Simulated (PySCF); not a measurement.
**CuF2: doublet, from a linear start**

Where does doublet CuF2 go from a linear start, is the end point a minimum, and what are its modes, charges and moments?

Program: PySCF 2.14.0. Level of theory: PBE0, basis Cu def2-TZVP, F def2-TZVP, no relativity, density fitting. These are calculated values, not measurements.

## (1) The starting structure

3 atoms, charge 0, spin multiplicity 2.

Bond lengths: Cu1–F2 1.760 Å, Cu1–F3 1.760 Å. Angles: F2–Cu1–F3 180.0°.

```xyz
3
charge 0 multiplicity 2
Cu    0.0000    0.0000    0.0000
F     0.0000    0.0000    1.7600
F     0.0000    0.0000   -1.7600
```

## (2) Finding the electronic state

One driver script runs all steps and calls PySCF; scf.py shows how it sets up the SCF of each step. The optimiser is the driver's own. After this first run the driver tries any further starts and a stability analysis.

Input file scf.py:

```python
from pyscf import gto, scf, dft
mol = gto.M(atom='''
Cu     0.000000     0.000000     0.000000
F      0.000000     0.000000     1.760000
F      0.000000     0.000000    -1.760000''',
    basis={'Cu': 'def2-TZVP', 'F': 'def2-TZVP'},
    charge=0, spin=1)
mf = dft.UKS(mol, xc='PBE0')
mf.grids.atom_grid = (50, 194)
aux = {'Cu': 'def2-universal-JKFIT', 'F': 'def2-universal-JKFIT'}
mf = mf.density_fit(auxbasis=aux)
mf.conv_tol = 1e-08
mf.diis_space = 10
mf.max_cycle = 60
mf.init_guess = 'minao'
mf.verbose = 4
mf.kernel()
```

On the command line:

```sh
> OMP_NUM_THREADS=4 python axn.py task.json out
```

What it wrote:

```text
init E= -1839.36804962716
[... the frontier-level lines of each cycle are left out ...]
cycle= 1 E= -1837.60752905809  delta_E= 1.76  |g|= 3.34  |ddm|= 1.27
cycle= 2 E= -1828.8810028642  delta_E= 8.73  |g|= 7.05  |ddm|= 4.46
cycle= 3 E= -1839.36780981946  delta_E= -10.5  |g|= 1.64  |ddm|=  3.9
cycle= 4 E= -1839.49676889342  delta_E= -0.129  |g|= 1.06  |ddm|= 0.823
cycle= 5 E= -1839.85358396961  delta_E= -0.357  |g|= 0.0556  |ddm|= 0.559
cycle= 6 E= -1839.85446657673  delta_E= -0.000883  |g|= 0.135  |ddm|= 0.105
cycle= 7 E= -1839.85791909138  delta_E= -0.00345  |g|= 0.0674  |ddm|= 0.0481
cycle= 8 E= -1839.85914231265  delta_E= -0.00122  |g|= 0.00196  |ddm|= 0.0568
cycle= 9 E= -1839.85914436805  delta_E= -2.06e-06  |g|= 0.00129  |ddm|= 0.00181
cycle= 10 E= -1839.85914508835  delta_E= -7.2e-07  |g|= 0.000277  |ddm|= 0.00127
cycle= 11 E= -1839.85914512375  delta_E= -3.54e-08  |g|= 2.71e-05  |ddm|= 0.000383
cycle= 12 E= -1839.8591451249  delta_E= -1.15e-09  |g|= 1.88e-05  |ddm|= 8.49e-05
Extra cycle  E= -1839.85914512461  delta_E= 2.88e-10  |g|= 5.55e-05  |ddm|= 3.71e-05
converged SCF energy = -1839.85914512461  <S^2> = 0.75434387  2S+1 = 2.0043392
```

This step, with its further starts and checks, ran for 11 s (4 threads of Arm Neoverse V2, shared host).

The starts that the driver tried:

```csv
start,energy (Eh)
the minimal-basis guess,-1839.859145
a thermally smeared density,-1839.867820
a smeared PBE density,-1839.859149
```

The first run landed in a state that is too high. Following the other starts and the instabilities gains 22.8 kJ/mol (-1839.86782 Eh), and the work goes on from there.

## (3) Relaxation: linear start, doublet

The program finds D∞h symmetry in the start, which this walk keeps. Threshold on the gradient: 0.0003 Eh/bohr, with a further test on the energy change.

Edit scf.py of step 2 so:

```diff
@@ -15 +14,0 @@
-mf.init_guess = 'minao'
```

Steps of the walk:

```csv
step,energy (Eh),change (kJ/mol),largest symmetric gradient (Eh/bohr)
0,-1839.867820,0.00,0.01674
1,-1839.868996,-3.09,0.00102
2,-1839.869000,-3.10,0.00011
3,-1839.869000,-3.10,0.00000
```

The walk took 4.9 s.

End point (D∞h, 3 steps, 3.1 kJ/mol gained): Cu–F 1.724 Å (×2); F–Cu–F 180.0°.

## (4) Hessian and properties

On the finer grid the gradient is checked again; gradients at displacements of ±0.02 bohr then give force constants and infrared intensities.

Edit scf.py of step 3 so:

```diff
@@ -4,2 +4,2 @@
-F      0.000000     0.000000     1.760000
-F      0.000000     0.000000    -1.760000''',
+F     -0.000000    -0.000000     1.724170
+F      0.000000     0.000000    -1.724170''',
@@ -9 +9 @@
-mf.grids.atom_grid = (50, 194)
+mf.grids.atom_grid = (75, 302)
@@ -12 +12 @@
-mf.conv_tol = 1e-08
+mf.conv_tol = 1e-10
```

The driver hands on the density of the step before, so the log starts near convergence.

Log of the central SCF (cycles and frontier levels):

```text
init E= -1839.86889979125
[... the frontier-level lines of each cycle are left out ...]
cycle= 1 E= -1839.86889979122  delta_E= 2.55e-11  |g|= 1.07e-05  |ddm|= 5.49e-06
cycle= 2 E= -1839.86889979112  delta_E= 1.01e-10  |g|= 2.62e-05  |ddm|= 1.18e-05
cycle= 3 E= -1839.86889979125  delta_E= -1.23e-10  |g|= 1.16e-06  |ddm|= 8.11e-06
cycle= 4 E= -1839.86889979125  delta_E= -6.37e-12  |g|= 1.15e-07  |ddm|= 4.91e-07
Extra cycle  E= -1839.86889979125  delta_E= 1.36e-12  |g|= 1.68e-07  |ddm|= 1.67e-07
converged SCF energy = -1839.86889979125  <S^2> = 0.75269292  2S+1 = 2.0026911
```

The whole step took 17 s.

Geometry: D∞h; Cu–F 1.724 Å (×2); F–Cu–F 180.0°.

Modes, for the most abundant isotopes:

| symmetry | ω (cm⁻¹) | IR (km/mol) | μ (u) | type |
| --- | --- | --- | --- | --- |
| πu | 188 | 92.3 | 25.77 | bend |
| σg+ | 615 | 0.0 | 19.00 | stretch |
| σu+ | 749 | 183 | 25.77 | stretch |

No imaginary mode, so this is a minimum.

Constants and moments:

| Quantity | Value |
| --- | --- |
| Dipole moment | 0.00 D |
| Highest occupied level | -10.02 eV |
| Lowest empty level | -5.97 eV |
| Rotational constants | 0.1492 cm⁻¹ |
| Zero-point energy | 10.4 kJ/mol |
| Principal polarisabilities | 12.8, 12.8, 30.1 bohr³ |
| Atomisation energy without zero-point energy | 715 kJ/mol |
| Principal traceless quadrupole moments about the centre of mass | -14.42, 7.21, 7.21 D Å |
| Entropy at 298.15 K and 1 bar (electronic part: spin only) | 256.6 J/(mol K) |
| Heat capacity Cp at 298.15 K | 51.9 J/(mol K) |
| Enthalpy at 298.15 K above 0 K | 12.37 kJ/mol |
| Rotational symmetry number | 2 |
| Spin squared ⟨S²⟩ | 0.753 |

Charges (e) and bond orders:

```json
{"atom": "Cu1", "Mulliken": "1.00", "Löwdin": "0.67", "polar tensor": "1.41", "spin (Mulliken)": "0.89", "Mayer order to Cu1": "–"}
{"atom": "F2,3", "Mulliken": "-0.50", "Löwdin": "-0.34", "polar tensor": "-0.70", "spin (Mulliken)": "0.06", "Mayer order to Cu1": "0.81"}
```

Mulliken populations on Cu1: s 6.36, p 12.27, d 9.36, f 0.00.

## (5) Results

| quantity | value |
| --- | --- |
| minimum | doublet, D∞h |
| geometry | Cu–F 1.724 Å (×2); F–Cu–F 180.0° |
| wavenumbers (cm⁻¹) | 188 (πu), 615 (σg+), 749 (σu+) |
| dipole moment | 0.00 D |
| highest occupied, lowest empty level (either spin) | -10.02, -5.97 eV |
| polar-tensor charge of Cu1 | +1.41 e |
| zero-point energy | 10.4 kJ/mol |
| entropy at 298.15 K | 256.6 J/(mol K) |
| atomisation energy (no zero-point energy) | 715 kJ/mol |
| ⟨S²⟩ | 0.753 |

What this shows: The linear start keeps its D∞h symmetry and ends in a minimum. In the infrared the band at 749 cm⁻¹ (σu+, stretch) leads. The dipole vanishes although Cu1 carries +1.4 e by the polar tensor: the bond dipoles cancel. Most of the spin sits on Cu1 (Mulliken spin 0.89, against 1 for the whole molecule). The first SCF alone would have been 23 kJ/mol too high. Other starts or spin states, not run here, may lie lower. One determinant may miss the lowest occupation of an open d or f shell.

The search up to here took 33 s.
